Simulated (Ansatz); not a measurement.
# GaF (singlet): wave-function methods side by side, cc-pVDZ

An exercise on one series of results from a longer session: the logs are not shown, and one member is left open.

Program: Ansatz 0.2.0, Gaussian basis. Level of theory: cc-pVDZ, core rule «outside noble gas», up to 15 orbitals frozen. These are calculated values, not measurements.

The runs, in order: UHF; CCSD(T) on RHF; BCCD(T) on RHF; CISD; CCSDT(Q) on RHF; CCSDTQ on RHF.

28 further runs of the same task are left out: 12 for a known fault of the program, 6 that didn't finish, 10 set aside as unsound or not needed.

## The geometry

The geometry is a PBE0/def2-TZVP stationary point (not a proven minimum) of the parent state, kept for this charge and spin. No spin-orbit coupling is included. The filled d shell of Ga may be among the frozen orbitals whatever the setting's name suggests; the logs give the count.

2 atoms, charge 0, spin multiplicity 1.

Atoms are counted from 1 here; the program's logs count them from 0.

Bond lengths: F1–Ga2 1.764 Å.

The first run:

Contents of in.yaml:

```yaml
crystal:
  periodic: [false, false, false]
  atoms:
    - {symbol: F, position_ang: [0.000000, 0.000000, 0.000000]}
    - {symbol: Ga, position_ang: [0.000000, 0.000000, 1.763700]}
basis:
  gaussian: {orbitals: cc-pVDZ}
magnetization: {spin_polarized: true, initial_magnetization: 0}
hamiltonian: {xc: hf}
output: {orbitals: {seedname: orbitals}}
```

On the command line:

```sh
> ansatz run in.yaml --threads 1 --pin off --events-out ev --progress --plain --max-ram 2393MiB
```

Steps of the session up to this table: UHF; CCSD(T) on RHF; BCCD(T) on RHF; CISD; CCSDT(Q) on RHF; CCSDTQ on RHF.

One of the session's tables, all rows but one given; the rest of the session is left out.

```
   method  from RCCSDTQ (meV)
      RHF             +6870.0
     RMP2              +443.3
    RCCSD              +149.4
 RCCSD(T)               +24.1
  BCCD(T)                   ?
   RCCSDT               +15.0
RCCSDT(Q)                -2.5
  RCCSDTQ                   0
```

Q: Estimate the row for BCCD(T) from the others.

**Answer.** from RCCSDTQ (meV): +17.9. In the column «from RCCSDTQ (meV)» it lies between RCCSDT (+15.0) and RCCSD(T) (+24.1).

Not comparable, so not listed: CISD (they don't share determinant, frozen orbitals or solution with the rows shown, or repeat one).
